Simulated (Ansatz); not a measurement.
**CuPd (Skaergaardite): further runs on the relaxed cell**

The task here is to estimate one member of a computed series from the others.

Computed with Ansatz 0.2.0 (DFT PBEsol, scalar-relativistic, plane waves, PAW, unless a step's input says otherwise).

1 further run of the same task is left out (set aside as unsound or not needed).

### The system as given

It takes space group Pm-3m (No. 221, cubic). The conventional cell has a = 2.961 Å, b = 2.961 Å, c = 2.961 Å, α = 90.00°, β = 90.00°, γ = 90.00°. Around Cu (site symmetry m-3m) lie 8 Pd at 2.56 Å. Around Pd (site symmetry m-3m) lie 8 Cu at 2.56 Å.

As a file:

```cif
data_structure
_symmetry_space_group_name_H-M 'Pm-3m'
_symmetry_Int_Tables_number 221
_cell_length_a 2.9615
_cell_length_b 2.9615
_cell_length_c 2.9615
_cell_angle_alpha 90.000
_cell_angle_beta 90.000
_cell_angle_gamma 90.000
_cell_volume 25.97
loop_
_atom_site_label
_atom_site_type_symbol
_atom_site_symmetry_multiplicity
_atom_site_Wyckoff_symbol
_atom_site_fract_x
_atom_site_fract_y
_atom_site_fract_z
_atom_site_occupancy
Cu1 Cu 1 a 0.00000 0.00000 0.00000 1
Pd1 Pd 1 b 0.50000 0.50000 0.50000 1
```

This cell was relaxed beforehand with the same method: volume 12.99 Å³/atom, gap on the mesh none (metal).

Set-up of the first run:

Contents of input.yaml:

```yaml
crystal:
  lattice:
    - [2.9614694014, 0.0, 0.0]
    - [0.0, 2.9614694014, 0.0]
    - [0.0, 0.0, 2.9614694014]
  atoms:
    - { symbol: Cu, position: [0.0, 0.0, 0.0] }
    - { symbol: Pd, position: [0.5, 0.5, 0.5] }
basis:
  ecutwfc: 420
kpoints:
  mp_grid: { grid: [14, 14, 14] }
  band_path:
    path:
      - [[0.0, 0.0, 0.0], [0.0, 0.5, 0.0], [0.5, 0.5, 0.0], [0.0, 0.0, 0.0], [0.5, 0.5, 0.5], [0.0, 0.5, 0.0]]
      - [[0.5, 0.5, 0.5], [0.5, 0.5, 0.0]]
    npoints: 14
hamiltonian:
  xc: pbesol
scf:
  occupations: { method: gaussian, width: 0.1 }
  n_extra_bands: 6
output:
  forces: true
  stress: true
  eigenvalues: true
  populations: true
  dos: { projected: true, de: 0.02, nscf_kmesh: { grid: [21, 21, 21] } }
  bader: true
  write_density: true
  write_potential: true
  elf: true
  volumetric_format: npy
```

The run is started by

```
$ ansatz run input.yaml --threads 1 --pin off --max-ram 2560MiB --backend cpu --events-out ev --progress --plain --runs-dir out
```

Steps of the session up to this table: Static run: bands, density of states and charges; The cell as listed, for comparison; Point at V/V0 = 0.97; The cell scaled to 1.03 of its volume; Point at V/V0 = 0.94; The cell scaled to 1.06 of its volume; Point at V/V0 = 0.91; Volume × 1.10; The cell scaled to 0.88 of its volume.

One of the session's tables, all rows but one given; the rest of the session is left out.

It belongs to the step «Energy against volume». 

```
volume (Å³/atom)  energy above the lowest point (meV/atom)  pressure (GPa)
          11.428                                     140.7           32.99
          11.818                                         ?               ?
          12.207                                      30.7           13.47
          12.597                                       7.2            6.12
          12.986                                       0.0            0.03
          13.376                                       6.3           -5.02
          13.766                                      23.7           -9.20
          14.285                                      61.1          -13.69
```

Q: Estimate the row for volume (Å³/atom) = 11.818 from the others.

Worked estimate for «energy above the lowest point (meV/atom)». A straight line through the neighbours (11.428, 140.7) and (12.207, 30.7) gives 140.7 + (30.7 − 140.7) × (11.818 − 11.428) / (12.207 − 11.428) = 85.6; a parabola fitted to 3 rows on both sides gives 75.1.

The run gave: energy above the lowest point (meV/atom): 73.9; pressure (GPa): 22.32. In «energy above the lowest point (meV/atom)» the line misses by +11.7 and the parabola by +1.2.
